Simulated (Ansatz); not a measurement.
# NiO: the cost of one run

Method: DFT PBE, scalar-relativistic, plane waves, PAW, in Ansatz 0.2.0.

### 1 The system as given

The structure is cubic, space group Fm-3m (No. 225). Conventional cell: a = 4.217 Å, b = 4.217 Å, c = 4.217 Å, α = 90.00°, β = 90.00°, γ = 90.00°. Ni (site symmetry m-3m) has 6 O at 2.11 Å as nearest neighbours. O (site symmetry m-3m) is surrounded by 6 Ni at 2.11 Å.

Coordinates:

```xyz
2
Lattice="0.0000 2.1084 2.1084 2.1084 0.0000 2.1084 2.1084 2.1084 0.0000" Properties=species:S:1:pos:R:3 pbc="T T T"
Ni    0.0000    0.0000    0.0000
O     2.1084    2.1084    2.1084
```

An earlier run at PBE left this cell at 9.373 Å³/atom and 0.01 GPa (14×14×14 mesh).

### 2 Ferromagnetic, larger cell

Input file input.yaml:

```yaml
crystal:
  lattice:
    - [0.0, 2.1084194085, -2.1084194085]
    - [0.0, 2.1084194085, 2.1084194085]
    - [4.216838817, 0.0, 0.0]
  atoms:
    - { symbol: Ni, position: [0.0, 0.0, 0.0], spin: 2.0 }
    - { symbol: O, position: [0.0, 1.0, 0.5] }
    - { symbol: Ni, position: [0.5, 0.5, 0.5], spin: 2.0 }
    - { symbol: O, position: [0.5, 1.5, 1.0] }
basis:
  ecutwfc: 420
  ecutrho_ratio: 4
kpoints:
  mp_grid: { grid: [10, 10, 6] }
hamiltonian:
  xc: pbe
scf:
  occupations: { method: gaussian, width: 0.05 }
  lower_state_search: "off"
output:
  forces: true
  stress: true
  eigenvalues: true
  populations: true
magnetization:
  spin_polarized: true
```

The run is started by

```console
$ ansatz run input.yaml --threads 2 --pin off --max-ram 5120MiB --backend cpu --events-out ev --progress --plain --runs-dir out
```

What time and memory should one allow on 2 threads of Intel Xeon at 2.50GHz (Skylake/Cascade Lake), shared host?

About 14 s, with a peak of 0.44 GiB.
